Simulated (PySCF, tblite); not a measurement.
# C6H4F2: protonation, part 2 of 2

tblite 0.8.0 and PySCF 2.14.0. Atoms count from 0.

## (12) Protonation: wB97X-D3(BJ)/def2-TZVP

This step combines the energies above: geometries from PBE0-D3(BJ)/def2-SVP, zero-point and thermal terms from PBE0-D3(BJ)/def2-SVP.

The job: settings as JSON, then the geometry in Å.

```
{"job": {"kind": "pa", "geom": {"xc": "PBE0", "basis": "def2-SVP", "d3": "d3bj", "grid": 1}, "hess": 1, "level": {"xc": "wB97X", "basis": "def2-TZVP", "d3": "d3bj"}}, "charge": 0, "multiplicity": 1}
F      2.656537     0.335187    -0.408332
C      1.349475     0.170061    -0.210169
C      0.535617     1.289763    -0.081569
C     -0.830586     1.117319     0.126985
C     -1.349018    -0.170440     0.201521
F     -2.656065    -0.334957     0.400259
C     -0.535154    -1.290104     0.072786
C      0.831051    -1.117679    -0.135783
H      0.979344     2.284702    -0.145994
H     -1.501545     1.971496     0.232600
H     -0.978885    -2.285054     0.137112
H      1.501981    -1.971863    -0.241498
```

Output (the driver's rows laid out field by field):

```text
protonation site by site, wB97X-D3(BJ)/def2-TZVP // PBE0-D3(BJ)/def2-SVP

row 1
  formula                 C6H5F2
  charge                  1
  multiplicity            1
  smiles                  FC1=CCC(=[F+])C=C1
  kept                    yes
  pieces                  1
  point_group             Cs
  atom                    2
  element                 C
  electronic              760.82
  enthalpy                738.91
  free_energy             712.94
  share_gas               1.0

row 2
  formula                 C6H5F2
  charge                  1
  multiplicity            1
  smiles                  FC1C=CC(=[F+])C=C1
  kept                    yes
  pieces                  1
  point_group             Cs
  atom                    1
  element                 C
  electronic              729.16
  enthalpy                706.66
  free_energy             679.76
  share_gas               1.539e-06
```

Wall time 18 min (1 thread of Arm Neoverse V2, shared host); peak memory 1.1 GiB.

Some single points behind these values are not shown above.

Energy given off on adding a proton (kJ/mol, gas phase, 298 K for the thermal columns):

| site | product | electronic | enthalpy | free energy |
| --- | --- | --- | --- | --- |
| C2 | FC1=CCC(=[F+])C=C1 | 760.8 | 738.9 | 712.9 |
| C1 | FC1C=CC(=[F+])C=C1 | 729.2 | 706.7 | 679.8 |

## (13) Single point (C₆H₄F₂): B3LYP-D3(BJ)/ma-def2-TZVP

Geometry: PBE0-D3(BJ)/def2-SVP.

Settings changed since step 12:

```diff
@@ -1,2 +1,2 @@
-{"job": {"kind": "pa", "geom": {"xc": "PBE0", "basis": "def2-SVP", "d3": "d3bj", "grid": 1}, "hess": 1, "level": {"xc": "wB97X", "basis": "def2-TZVP", "d3": "d3bj"}}, "charge": 0, "multiplicity": 1}
+{"job": {"kind": "sp", "xc": "B3LYP", "basis": "ma-def2-TZVP", "d3": "d3bj", "grid": 2, "scf": {"diis_space": 4}}, "charge": 0, "multiplicity": 1}
 F      2.656537     0.335187    -0.408332
```

Log:

```text
final grid: 111944 points
cycle   1  E = -430.8463533318  dE =  1.365e+00  |g| = 6.613e-01  |ddm| = 3.510e+00
cycle   2  E = -430.7887985818  dE =  5.755e-02  |g| = 9.251e-01  |ddm| = 1.149e+00
cycle   3  E = -430.9175170411  dE = -1.287e-01  |g| = 9.995e-02  |ddm| = 6.265e-01
cycle   4  E = -430.9191084085  dE = -1.591e-03  |g| = 4.319e-02  |ddm| = 9.984e-02
cycle   5  E = -430.9195120894  dE = -4.037e-04  |g| = 9.947e-03  |ddm| = 4.140e-02
cycle   6  E = -430.9195310003  dE = -1.891e-05  |g| = 3.767e-03  |ddm| = 1.001e-02
cycle   7  E = -430.9195339510  dE = -2.951e-06  |g| = 6.013e-04  |ddm| = 4.204e-03
cycle   8  E = -430.9195339306  dE =  2.045e-08  |g| = 7.346e-04  |ddm| = 9.118e-04
cycle   9  E = -430.9195340086  dE = -7.799e-08  |g| = 9.432e-05  |ddm| = 4.313e-04
cycle  10  E = -430.9195340101  dE = -1.549e-09  |g| = 3.992e-05  |ddm| = 8.956e-05
converged SCF energy = -430.9195340101
```

Run time: 17 s. Hardware: 1 thread of Arm Neoverse V2, shared host; peak memory 1.4 GiB.

## (14) Single point (C₆H₅F₂+): B3LYP-D3(BJ)/ma-def2-TZVP

Geometry: PBE0-D3(BJ)/def2-SVP.

The job: settings as JSON, then the geometry in Å.

```
{"job": {"kind": "sp", "xc": "B3LYP", "basis": "ma-def2-TZVP", "d3": "d3bj", "grid": 2, "scf": {"diis_space": 4}}, "charge": 1, "multiplicity": 1}
F      2.276305     0.301688    -1.333564
C      1.353202     0.174305    -0.372115
C      0.450176     1.329026    -0.216165
C     -0.784832     1.165423     0.335648
C     -1.237668    -0.153971     0.581259
F     -2.412938    -0.303315     1.078115
C     -0.486605    -1.319609     0.291750
C      0.749204    -1.165998    -0.261236
H      0.845172     2.317579    -0.474079
H     -1.455133     2.002522     0.545786
H     -0.937127    -2.299296     0.469115
H      1.366850    -2.022164    -0.553423
H      1.870595     0.216630     0.639605
```

Log:

```text
final grid: 117320 points
cycle   1  E = -431.1068319771  dE =  1.660e+00  |g| = 7.106e-01  |ddm| = 3.943e+00
cycle   2  E = -430.9748594333  dE =  1.320e-01  |g| = 1.176e+00  |ddm| = 2.650e+00
cycle   3  E = -431.1929548560  dE = -2.181e-01  |g| = 9.739e-02  |ddm| = 1.525e+00
cycle   4  E = -431.1939459247  dE = -9.911e-04  |g| = 5.850e-02  |ddm| = 1.125e-01
cycle   5  E = -431.1946291426  dE = -6.832e-04  |g| = 1.031e-02  |ddm| = 5.597e-02
cycle   6  E = -431.1946429821  dE = -1.384e-05  |g| = 4.642e-03  |ddm| = 1.399e-02
cycle   7  E = -431.1946465355  dE = -3.553e-06  |g| = 1.551e-03  |ddm| = 6.241e-03
cycle   8  E = -431.1946466771  dE = -1.416e-07  |g| = 1.374e-03  |ddm| = 2.428e-03
cycle   9  E = -431.1946470119  dE = -3.348e-07  |g| = 2.345e-04  |ddm| = 1.001e-03
cycle  10  E = -431.1946470191  dE = -7.181e-09  |g| = 1.541e-04  |ddm| = 4.937e-04
cycle  11  E = -431.1946470222  dE = -3.151e-09  |g| = 8.597e-05  |ddm| = 1.751e-04
converged SCF energy = -431.1946470222
```

Run time: 20 s. Hardware: 1 thread of Arm Neoverse V2, shared host; peak memory 1.5 GiB.

## (15) Protonation: B3LYP-D3(BJ)/ma-def2-TZVP

This step combines the energies above: geometries from PBE0-D3(BJ)/def2-SVP, zero-point and thermal terms from PBE0-D3(BJ)/def2-SVP.

The job: settings as JSON, then the geometry in Å.

```
{"job": {"kind": "pa", "geom": {"xc": "PBE0", "basis": "def2-SVP", "d3": "d3bj", "grid": 1}, "hess": 1, "level": {"xc": "B3LYP", "basis": "ma-def2-TZVP", "d3": "d3bj", "scf": {"diis_space": 4}}}, "charge": 0, "multiplicity": 1}
F      2.656537     0.335187    -0.408332
C      1.349475     0.170061    -0.210169
C      0.535617     1.289763    -0.081569
C     -0.830586     1.117319     0.126985
C     -1.349018    -0.170440     0.201521
F     -2.656065    -0.334957     0.400259
C     -0.535154    -1.290104     0.072786
C      0.831051    -1.117679    -0.135783
H      0.979344     2.284702    -0.145994
H     -1.501545     1.971496     0.232600
H     -0.978885    -2.285054     0.137112
H      1.501981    -1.971863    -0.241498
```

Output (the driver's rows laid out field by field):

```text
protonation site by site, B3LYP-D3(BJ)/ma-def2-TZVP // PBE0-D3(BJ)/def2-SVP

row 1
  formula                 C6H5F2
  charge                  1
  multiplicity            1
  smiles                  FC1=CCC(=[F+])C=C1
  kept                    yes
  pieces                  1
  point_group             Cs
  atom                    2
  element                 C
  electronic              758.67
  enthalpy                736.76
  free_energy             710.79
  share_gas               1.0

row 2
  formula                 C6H5F2
  charge                  1
  multiplicity            1
  smiles                  FC1C=CC(=[F+])C=C1
  kept                    yes
  pieces                  1
  point_group             Cs
  atom                    1
  element                 C
  electronic              722.31
  enthalpy                699.8
  free_energy             672.9
  share_gas               2.301e-07
```

It took 60 s on 1 thread of Arm Neoverse V2, shared host; peak memory 1.5 GiB.

Some single points behind these values are not shown above.

Energy given off on adding a proton (kJ/mol, gas phase, 298 K for the thermal columns):

| site | product | electronic | enthalpy | free energy |
| --- | --- | --- | --- | --- |
| C2 | FC1=CCC(=[F+])C=C1 | 758.7 | 736.8 | 710.8 |
| C1 | FC1C=CC(=[F+])C=C1 | 722.3 | 699.8 | 672.9 |

## (16) Single point (C6H4F2): BLYP-D3(BJ)/ma-def2-SVP

Geometry: PBE0-D3(BJ)/def2-SVP.

Settings changed since step 15:

```diff
@@ -1,2 +1,2 @@
-{"job": {"kind": "pa", "geom": {"xc": "PBE0", "basis": "def2-SVP", "d3": "d3bj", "grid": 1}, "hess": 1, "level": {"xc": "B3LYP", "basis": "ma-def2-TZVP", "d3": "d3bj", "scf": {"diis_space": 4}}}, "charge": 0, "multiplicity": 1}
+{"job": {"kind": "sp", "xc": "BLYP", "basis": "ma-def2-SVP", "d3": "d3bj", "grid": 2, "scf": {"damp": 0.5}}, "charge": 0, "multiplicity": 1}
 F      2.656537     0.335187    -0.408332
```

Log:

```text
damping 0.50 in the first 6 cycles
final grid: 111944 points
cycle   1  E = -430.2550154560  dE =  1.125e+00  |g| = 6.133e-01  |ddm| = 9.642e+00
cycle   2  E = -430.3251405513  dE = -7.013e-02  |g| = 2.095e-01  |ddm| = 1.422e+00
cycle   3  E = -430.3317584938  dE = -6.618e-03  |g| = 8.887e-02  |ddm| = 3.398e-01
cycle   4  E = -430.3329415706  dE = -1.183e-03  |g| = 4.237e-02  |ddm| = 2.399e-01
cycle   5  E = -430.3331828116  dE = -2.412e-04  |g| = 2.033e-02  |ddm| = 8.268e-02
cycle   6  E = -430.3329744119  dE =  2.084e-04  |g| = 4.045e-02  |ddm| = 9.657e-02
cycle   7  E = -430.3321078508  dE =  8.666e-04  |g| = 8.225e-02  |ddm| = 1.585e-01
cycle   8  E = -430.3332533535  dE = -1.146e-03  |g| = 3.211e-03  |ddm| = 1.026e-01
cycle   9  E = -430.3332558029  dE = -2.449e-06  |g| = 1.543e-04  |ddm| = 5.214e-03
cycle  10  E = -430.3332558088  dE = -5.874e-09  |g| = 2.557e-05  |ddm| = 5.957e-04
converged SCF energy = -430.3332558088
```

Wall time 10 s (1 thread of Arm Neoverse V2, shared host); peak memory 0.88 GiB.

## (17) Single point (C₆H₅F₂+): BLYP-D3(BJ)/ma-def2-SVP

Geometry: PBE0-D3(BJ)/def2-SVP.

The job: settings as JSON, then the geometry in Å.

```
{"job": {"kind": "sp", "xc": "BLYP", "basis": "ma-def2-SVP", "d3": "d3bj", "grid": 2, "scf": {"damp": 0.5}}, "charge": 1, "multiplicity": 1}
F      2.276305     0.301688    -1.333564
C      1.353202     0.174305    -0.372115
C      0.450176     1.329026    -0.216165
C     -0.784832     1.165423     0.335648
C     -1.237668    -0.153971     0.581259
F     -2.412938    -0.303315     1.078115
C     -0.486605    -1.319609     0.291750
C      0.749204    -1.165998    -0.261236
H      0.845172     2.317579    -0.474079
H     -1.455133     2.002522     0.545786
H     -0.937127    -2.299296     0.469115
H      1.366850    -2.022164    -0.553423
H      1.870595     0.216630     0.639605
```

Log:

```text
damping 0.50 in the first 6 cycles
final grid: 117320 points
cycle   1  E = -430.5301273083  dE =  1.396e+00  |g| = 6.210e-01  |ddm| = 1.195e+01
cycle   2  E = -430.5905036642  dE = -6.038e-02  |g| = 2.841e-01  |ddm| = 9.151e+00
cycle   3  E = -430.6013636995  dE = -1.086e-02  |g| = 1.444e-01  |ddm| = 2.364e+00
cycle   4  E = -430.6040125849  dE = -2.649e-03  |g| = 8.321e-02  |ddm| = 2.692e+00
cycle   5  E = -430.6046987313  dE = -6.861e-04  |g| = 5.404e-02  |ddm| = 9.929e-01
cycle   6  E = -430.6003504491  dE =  4.348e-03  |g| = 1.374e-01  |ddm| = 1.263e+00
cycle   7  E = -430.5622262810  dE =  3.812e-02  |g| = 3.832e-01  |ddm| = 2.228e+00
cycle   8  E = -430.6047871302  dE = -4.256e-02  |g| = 5.298e-02  |ddm| = 1.111e+00
cycle   9  E = -430.6054025939  dE = -6.155e-04  |g| = 3.972e-03  |ddm| = 5.347e-01
cycle  10  E = -430.6054021293  dE =  4.646e-07  |g| = 4.167e-03  |ddm| = 1.863e-02
cycle  11  E = -430.6054059418  dE = -3.812e-06  |g| = 3.804e-04  |ddm| = 1.640e-02
cycle  12  E = -430.6054059705  dE = -2.869e-08  |g| = 1.450e-04  |ddm| = 2.918e-03
cycle  13  E = -430.6054059746  dE = -4.101e-09  |g| = 2.743e-05  |ddm| = 8.556e-04
converged SCF energy = -430.6054059746
```

It took 14 s on 1 thread of Arm Neoverse V2, shared host; peak memory 0.88 GiB.

## (18) Protonation: BLYP-D3(BJ)/ma-def2-SVP

This step combines the energies above: geometries from PBE0-D3(BJ)/def2-SVP, zero-point and thermal terms from PBE0-D3(BJ)/def2-SVP.

The job: settings as JSON, then the geometry in Å.

```
{"job": {"kind": "pa", "geom": {"xc": "PBE0", "basis": "def2-SVP", "d3": "d3bj", "grid": 1}, "hess": 1, "level": {"xc": "BLYP", "basis": "ma-def2-SVP", "d3": "d3bj", "scf": {"damp": 0.5}}}, "charge": 0, "multiplicity": 1}
F      2.656537     0.335187    -0.408332
C      1.349475     0.170061    -0.210169
C      0.535617     1.289763    -0.081569
C     -0.830586     1.117319     0.126985
C     -1.349018    -0.170440     0.201521
F     -2.656065    -0.334957     0.400259
C     -0.535154    -1.290104     0.072786
C      0.831051    -1.117679    -0.135783
H      0.979344     2.284702    -0.145994
H     -1.501545     1.971496     0.232600
H     -0.978885    -2.285054     0.137112
H      1.501981    -1.971863    -0.241498
```

Output (the driver's rows laid out field by field):

```text
protonation site by site, BLYP-D3(BJ)/ma-def2-SVP // PBE0-D3(BJ)/def2-SVP

row 1
  formula                 C6H5F2
  charge                  1
  multiplicity            1
  smiles                  FC1=CCC(=[F+])C=C1
  kept                    yes
  pieces                  1
  point_group             Cs
  atom                    2
  element                 C
  electronic              754.17
  enthalpy                732.25
  free_energy             706.29
  share_gas               1.0

row 2
  formula                 C6H5F2
  charge                  1
  multiplicity            1
  smiles                  FC1C=CC(=[F+])C=C1
  kept                    yes
  pieces                  1
  point_group             Cs
  atom                    1
  element                 C
  electronic              714.53
  enthalpy                692.02
  free_energy             665.12
  share_gas               6.128e-08
```

It took 44 s on 1 thread of Arm Neoverse V2, shared host; peak memory 0.88 GiB.

Some single points behind these values are not shown above.

Energy given off on adding a proton (kJ/mol, gas phase, 298 K for the thermal columns):

| site | product | electronic | enthalpy | free energy |
| --- | --- | --- | --- | --- |
| C2 | FC1=CCC(=[F+])C=C1 | 754.2 | 732.2 | 706.3 |
| C1 | FC1C=CC(=[F+])C=C1 | 714.5 | 692.0 | 665.1 |

## (19) Outcome

This closing draws on all 2 parts.

| quantity | value |
| --- | --- |
| strongest single infrared mode (GFN2-xTB) | 1476 cm⁻¹, 236 km/mol |
| zero-point energy (GFN2-xTB) | 51.1 kcal/mol |
| point group | D2h |
| rotational constants (main isotopes) | 5.67, 1.43, 1.14 GHz |
| proton affinity (−ΔH), C2 (wB97X-D3(BJ)/def2-TZVP) | 738.9 kJ/mol |
| proton affinity (−ΔH), C1 (wB97X-D3(BJ)/def2-TZVP) | 706.7 kJ/mol |
| proton affinity (−ΔH), C2 (B3LYP-D3(BJ)/ma-def2-TZVP) | 736.8 kJ/mol |
| proton affinity (−ΔH), C1 (B3LYP-D3(BJ)/ma-def2-TZVP) | 699.8 kJ/mol |
| proton affinity (−ΔH), C2 (BLYP-D3(BJ)/ma-def2-SVP) | 732.2 kJ/mol |
| proton affinity (−ΔH), C1 (BLYP-D3(BJ)/ma-def2-SVP) | 692.0 kJ/mol |

In words: All 30 modes are real, so the xTB geometry is a minimum. The strongest single mode, at 1476 cm⁻¹, is spread over many atoms; the largest shares are those of C4, C1. GFN2-xTB is a fitted tight-binding method: band positions and strengths are rough. Its intensities can rank the bands wrongly. Over 6 steps the energy fell by 0.032 eV; of the close pairs, C4–F5 changed most, 1.347 to 1.332 Å (PBE0/def2-SVP). At wB97X-D3(BJ)/def2-TZVP the proton affinity (−ΔH) runs from 706.7 kJ/mol (C1) to 738.9 kJ/mol (C2). At B3LYP-D3(BJ)/ma-def2-TZVP the proton affinity (−ΔH) runs from 699.8 kJ/mol (C1) to 736.8 kJ/mol (C2). At BLYP-D3(BJ)/ma-def2-SVP the proton affinity (−ΔH) runs from 692.0 kJ/mol (C1) to 732.2 kJ/mol (C2).
